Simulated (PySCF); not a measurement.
# C2H7ClOSi: the cost of one run

Programs: PySCF 2.14.0, with density-fitted response routines of our own. Each step states its level of theory. These are calculated values for one molecule in the gas phase, unless marked as measured. Atoms are numbered from 0 throughout.

### 1 Starting geometry

12 atoms, charge 0, multiplicity 1; geometry from: GFN2-xTB. The atoms were then displaced at random by about 0.01 Å, so the start is not that level's minimum.

Bonds of the start (Å): C0–C1 1.50, C1–O2 1.39, O2–Si3 1.66, Si3–Cl4 2.01, C0–H5 1.09, C0–H6 1.08, C0–H7 1.12, C1–H8 1.09, C1–H9 1.08, Si3–H10 1.44, Si3–H11 1.44.

### 2 Optimising the geometry at PBE0-D3(BJ)/def2-SVP

The job: settings as JSON, then the geometry in Å.

```
{"job": {"xc": "PBE0", "basis": "def2-SVP", "d3": "d3bj", "grid": 1, "shake": 0.01, "kind": "geom"}, "charge": 0, "multiplicity": 1}
C     -1.855150    -0.020450     0.394730
C     -0.599760    -0.376480    -0.337330
O      0.406860     0.520330     0.018170
Si     2.061590     0.460030    -0.125170
Cl     2.727220    -1.304380     0.579210
H     -2.680160    -0.665080     0.098960
H     -1.716300    -0.059570     1.465560
H     -2.142510     1.029550     0.133820
H     -0.298150    -1.389620    -0.057170
H     -0.743290    -0.323230    -1.410660
H      2.400170     1.566900     0.734380
H      2.479180     0.533730    -1.503520
```

Run with:

```console
OMP_NUM_THREADS=1 python probes_run.py task.json out
```

This one command runs all jobs of the session in turn.

**Question.** How long does this first job take on 1 thread of Arm Neoverse V2, shared host, and how much memory does it need?

About 32 s, with a peak of 0.47 GiB.
